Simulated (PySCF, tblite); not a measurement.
# C3H9PSi: dynamics, then NMR shifts on frames, part 2 of 2

tblite 0.8.0 and PySCF 2.14.0. Atoms count from 0. The steps go on from the part before.

### 5 NMR shieldings: 625 fs, PBE0/pcSseg-1

What the job is given:

```
{"job": {"kind": "nmr", "xc": "PBE0", "basis": "pcSseg-1", "pop": false}, "charge": 0, "multiplicity": 1}
P      2.361100    -0.780100    -1.655100
Si     0.655800     0.330300    -0.558700
C      0.780500     0.218500     1.342700
C     -0.682100    -0.097100     1.540000
C     -1.007200    -0.448700    -0.026000
H      3.047200    -1.195200    -0.367700
H      1.732600    -2.005200    -1.884100
H      0.415300     1.801200    -0.872900
H      1.404600    -0.519400     1.681500
H      1.020000     1.112200     1.853100
H     -1.284700     0.832800     1.782900
H     -0.938200    -0.979300     2.191600
H     -1.034300    -1.551700    -0.065400
H     -2.019600    -0.134500    -0.422900
```

With the program's defaults for keys left out, this is: GIAO PBE0/pcSseg-1 NMR shielding, non-relativistic, gas phase.

Output:

```text
coarse grid: 12088 points
cycle   1  E = -750.0151999654  dE =  2.102e-01  |g| = 4.336e-01  |ddm| = 3.254e+00
cycle   2  E = -749.9752254441  dE =  3.997e-02  |g| = 5.784e-01  |ddm| = 9.907e-01
cycle   3  E = -750.0666160845  dE = -9.139e-02  |g| = 4.692e-02  |ddm| = 6.225e-01
cycle   4  E = -750.0671870404  dE = -5.710e-04  |g| = 2.024e-02  |ddm| = 9.810e-02
cycle   5  E = -750.0672980785  dE = -1.110e-04  |g| = 3.352e-03  |ddm| = 2.934e-02
cycle   6  E = -750.0673003586  dE = -2.280e-06  |g| = 1.429e-03  |ddm| = 5.165e-03
final grid: 105824 points
cycle   7  E = -750.0981585245  dE = -1.962e-05  |g| = 6.998e-03  |ddm| = 2.290e-02
cycle   8  E = -750.0981463555  dE =  1.217e-05  |g| = 9.626e-03  |ddm| = 1.690e-02
cycle   9  E = -750.0981715821  dE = -2.523e-05  |g| = 3.963e-04  |ddm| = 1.036e-02
cycle  10  E = -750.0981716123  dE = -3.012e-08  |g| = 1.413e-04  |ddm| = 4.935e-04
cycle  11  E = -750.0981716170  dE = -4.721e-09  |g| = 3.755e-05  |ddm| = 1.482e-04
cycle  12  E = -750.0981716173  dE = -3.479e-10  |g| = 9.966e-06  |ddm| = 4.539e-05
converged SCF energy = -750.0981716173

GIAO shielding tensors (ppm)
atom      isotropic    diamagn.    paramagn.     s11        s22        s33       span
  0 P      523.716     965.441    -441.724    435.822    548.850    586.477    150.656
  1 Si     361.080     879.244    -518.164    327.694    369.855    385.691     57.997
  2 C      170.657     253.603     -82.946    142.918    172.288    196.766     53.847
  3 C      154.822     251.817     -96.995    138.406    159.021    167.038     28.632
  4 C      156.199     252.826     -96.626    125.835    157.963    184.799     58.963
  5 H       27.635      27.492       0.143     23.320     26.274     33.311      9.992
  6 H       28.986      29.770      -0.784     25.231     26.484     35.244     10.014
  7 H       25.948      28.198      -2.251     22.819     24.845     30.178      7.359
  8 H       31.996      34.257      -2.261     28.522     31.066     36.399      7.878
  9 H       30.523      31.877      -1.354     26.195     28.850     36.523     10.328
 10 H       28.085      30.307      -2.222     24.748     26.461     33.046      8.298
 11 H       28.224      30.169      -1.946     24.331     25.854     34.486     10.155
 12 H       29.187      32.053      -2.866     26.645     27.927     32.990      6.345
 13 H       29.009      30.149      -1.141     25.352     26.253     35.421     10.069
```

It took 13 s on 1 thread of Intel Xeon Platinum 8488C, shared host; peak memory 0.78 GiB.

This run: δ C3 32.1, C4 30.7, C2 16.3, P0 -205.3, H7 5.77, H5 4.08 ppm.

### 6 Nuclear shieldings: 800 fs, PBE0/pcSseg-1

What the job is given:

```
{"job": {"kind": "nmr", "xc": "PBE0", "basis": "pcSseg-1", "pop": false}, "charge": 0, "multiplicity": 1}
P      2.010300    -1.499900    -1.462100
Si     1.218500     0.473200    -0.351100
C      0.960100     0.368900     1.528400
C     -0.508900    -0.050300     1.342000
C     -0.613200     0.127500    -0.156400
H      3.337400    -1.192100    -1.596500
H      2.268000    -2.272500    -0.231900
H      1.772800     1.622800    -0.856100
H      1.529400    -0.577700     1.911900
H      1.344100     1.188200     2.086400
H     -1.137400     0.718800     1.785200
H     -0.810300    -0.999800     1.776600
H     -0.974200    -0.773200    -0.653800
H     -1.373000     0.916600    -0.439100
```

Method: GIAO PBE0/pcSseg-1 NMR shielding, non-relativistic, gas phase.

Output:

```text
coarse grid: 12088 points
cycle   1  E = -750.0162905469  dE =  3.335e-01  |g| = 4.172e-01  |ddm| = 3.293e+00
cycle   2  E = -749.9786306175  dE =  3.766e-02  |g| = 5.593e-01  |ddm| = 9.694e-01
cycle   3  E = -750.0637534573  dE = -8.512e-02  |g| = 4.129e-02  |ddm| = 6.167e-01
cycle   4  E = -750.0641640686  dE = -4.106e-04  |g| = 1.897e-02  |ddm| = 9.090e-02
cycle   5  E = -750.0642708311  dE = -1.068e-04  |g| = 3.449e-03  |ddm| = 3.289e-02
cycle   6  E = -750.0642737988  dE = -2.968e-06  |g| = 1.058e-03  |ddm| = 6.199e-03
final grid: 105824 points
cycle   7  E = -750.0939782387  dE = -2.043e-05  |g| = 6.786e-03  |ddm| = 2.262e-02
cycle   8  E = -750.0939666806  dE =  1.156e-05  |g| = 9.443e-03  |ddm| = 1.637e-02
cycle   9  E = -750.0939906574  dE = -2.398e-05  |g| = 4.257e-04  |ddm| = 9.899e-03
cycle  10  E = -750.0939906974  dE = -4.003e-08  |g| = 1.581e-04  |ddm| = 6.306e-04
cycle  11  E = -750.0939907033  dE = -5.917e-09  |g| = 3.609e-05  |ddm| = 1.659e-04
cycle  12  E = -750.0939907036  dE = -2.933e-10  |g| = 1.132e-05  |ddm| = 4.697e-05
converged SCF energy = -750.0939907036

GIAO shielding tensors (ppm)
atom      isotropic    diamagn.    paramagn.     s11        s22        s33       span
  0 P      546.826     966.285    -419.458    464.180    572.613    603.685    139.505
  1 Si     345.442     879.985    -534.543    267.851    344.980    423.495    155.644
  2 C      165.199     255.184     -89.985    140.719    168.456    186.421     45.702
  3 C      168.481     248.722     -80.241    150.663    170.439    184.342     33.678
  4 C      167.192     251.310     -84.117    142.742    169.039    189.796     47.054
  5 H       30.057      29.594       0.463     25.299     26.450     38.422     13.123
  6 H       28.754      28.527       0.228     24.262     27.178     34.823     10.562
  7 H       27.303      30.807      -3.504     23.883     25.827     32.199      8.316
  8 H       28.314      29.271      -0.957     25.355     26.562     33.026      7.672
  9 H       30.120      31.115      -0.995     26.398     27.480     36.481     10.083
 10 H       29.053      30.590      -1.536     24.693     27.523     34.945     10.252
 11 H       29.592      30.915      -1.323     25.626     27.331     35.820     10.194
 12 H       29.993      31.676      -1.683     26.276     28.498     35.204      8.929
 13 H       28.674      29.980      -1.306     24.513     26.984     34.524     10.011
```

Wall time 13 s (1 thread of Intel Xeon Platinum 8488C, shared host); peak memory 0.73 GiB.

This run: δ C2 21.7, C4 19.7, C3 18.4, P0 -228.5, H7 4.41, H8 3.40 ppm.

### 7 Nuclear shieldings: 1000 fs, PBE0/pcSseg-1

What the job is given:

```
{"job": {"kind": "nmr", "xc": "PBE0", "basis": "pcSseg-1", "pop": false}, "charge": 0, "multiplicity": 1}
P      2.009400    -1.366200    -1.228500
Si     1.229100     0.427300    -0.242000
C      1.095600     0.057300     1.654400
C     -0.478400    -0.051600     1.435300
C     -0.577000     0.199900    -0.029800
H      1.966500    -0.946700    -2.469500
H      3.289000    -1.076100    -0.991200
H      1.773800     1.894100    -0.620200
H      1.590300    -0.733600     2.242600
H      1.508000     0.957100     2.300900
H     -0.855300     0.809000     1.953000
H     -0.911700    -1.016500     1.738000
H     -1.222700    -0.506500    -0.579100
H     -0.988500     1.182800    -0.184400
```

With the program's defaults for keys left out, this is: GIAO PBE0/pcSseg-1 NMR shielding, non-relativistic, gas phase.

Output:

```text
coarse grid: 12088 points
cycle   1  E = -750.0052513506  dE =  4.556e-01  |g| = 4.264e-01  |ddm| = 3.335e+00
cycle   2  E = -749.9651641356  dE =  4.009e-02  |g| = 5.730e-01  |ddm| = 1.099e+00
cycle   3  E = -750.0553075247  dE = -9.014e-02  |g| = 3.928e-02  |ddm| = 6.992e-01
cycle   4  E = -750.0556508677  dE = -3.433e-04  |g| = 1.728e-02  |ddm| = 7.133e-02
cycle   5  E = -750.0557227209  dE = -7.185e-05  |g| = 4.182e-03  |ddm| = 2.475e-02
cycle   6  E = -750.0557271976  dE = -4.477e-06  |g| = 1.269e-03  |ddm| = 6.616e-03
final grid: 105824 points
cycle   7  E = -750.0854327320  dE = -1.955e-05  |g| = 6.950e-03  |ddm| = 2.404e-02
cycle   8  E = -750.0854224792  dE =  1.025e-05  |g| = 9.301e-03  |ddm| = 1.646e-02
cycle   9  E = -750.0854452934  dE = -2.281e-05  |g| = 4.688e-04  |ddm| = 9.926e-03
cycle  10  E = -750.0854453432  dE = -4.981e-08  |g| = 1.514e-04  |ddm| = 7.679e-04
cycle  11  E = -750.0854453489  dE = -5.701e-09  |g| = 4.051e-05  |ddm| = 1.932e-04
cycle  12  E = -750.0854453493  dE = -3.774e-10  |g| = 1.385e-05  |ddm| = 5.171e-05
converged SCF energy = -750.0854453493

GIAO shielding tensors (ppm)
atom      isotropic    diamagn.    paramagn.     s11        s22        s33       span
  0 P      626.771     968.178    -341.407    566.970    645.355    667.989    101.018
  1 Si     343.851     879.338    -535.488    315.332    350.372    365.849     50.517
  2 C      165.647     253.000     -87.353    144.654    156.157    196.129     51.475
  3 C      163.383     248.579     -85.196    133.691    176.563    179.896     46.205
  4 C      180.818     251.211     -70.393    164.719    178.870    198.865     34.146
  5 H       31.858      31.298       0.559     26.302     28.081     41.191     14.889
  6 H       31.495      30.075       1.420     26.023     28.156     40.307     14.283
  7 H       24.477      27.030      -2.553     21.689     23.043     28.698      7.009
  8 H       29.657      30.373      -0.716     26.307     27.769     34.896      8.589
  9 H       28.393      28.516      -0.123     24.954     26.193     34.033      9.079
 10 H       28.287      30.704      -2.417     23.356     27.427     34.079     10.723
 11 H       28.739      29.843      -1.104     24.036     27.119     35.063     11.028
 12 H       30.391      30.791      -0.399     26.939     27.634     36.601      9.662
 13 H       30.358      31.920      -1.562     27.031     28.278     35.765      8.734
```

Wall time 14 s (1 thread of Intel Xeon Platinum 8488C, shared host); peak memory 0.73 GiB.

This run: δ C3 23.5, C2 21.3, C4 6.1, P0 -308.4, H7 7.24, H10 3.43 ppm.

### 8 Run by run: NMR shifts

Shifts (ppm) of some atoms, chosen among heavy atoms and hydrogens apart, with basis size and wall time:

```csv
frame,C4,C3,C2,H8,H5,P0,Si1,functions,time
250 fs,30.8,29.4,27.9,2.65,1.24,-294.3,13.1,144,18 s
425 fs,19.8,25.4,18.1,1.41,1.05,-273.6,12.2,144,12 s
625 fs,30.7,32.1,16.3,-0.28,4.08,-205.3,-11.9,144,13 s
800 fs,19.7,18.4,21.7,3.40,1.66,-228.5,3.7,144,13 s
1000 fs,6.1,23.5,21.3,2.06,-0.14,-308.4,5.3,144,14 s
```

### 9 Summary of results

The summary covers parts 1 to 2.

| quantity | value |
| --- | --- |
| thermostat | 400 K |
| mean temperature, second half | 468 K |
| mean potential energy above the minimum | 0.80 eV |
| ¹³C shifts against TMS (PBE0/pcSseg-1, 250 fs) | 30.8, 29.4, 27.9 ppm |
| ¹H shifts against TMS (PBE0/pcSseg-1, 250 fs) | 6.92, 3.16, 2.84, 2.65, 2.46, 1.90, 1.59, 1.53, 1.24 ppm |
| ³¹P shifts against H3PO4 (PBE0/pcSseg-1, 250 fs) | -294.3 ppm |
| ²⁹Si shifts against TMS (PBE0/pcSseg-1, 250 fs) | 13.1 ppm |
| surface potential, 1st and 99th percentile | -0.94 V and 0.95 V |
| range of the shift of P0 | -308.4 to -205.3 ppm |

**Reading.** In the second half the potential energy averages 0.80 eV above the minimum; equipartition over 36 harmonic modes at 400 K would give 0.62 eV. With 14 atoms the temperature swings widely (161 to 588 K). Shifts at one fixed geometry are not the observed spectrum, which averages over the motion. In the first frame run (250 fs): Shielding is most anisotropic at P0 (span 172 ppm, paramagnetic term -354 ppm). In ppm, P0 moves most: its shift spreads over 103.1 ppm, from -308.4 (1000 fs) to -205.3 (625 fs).
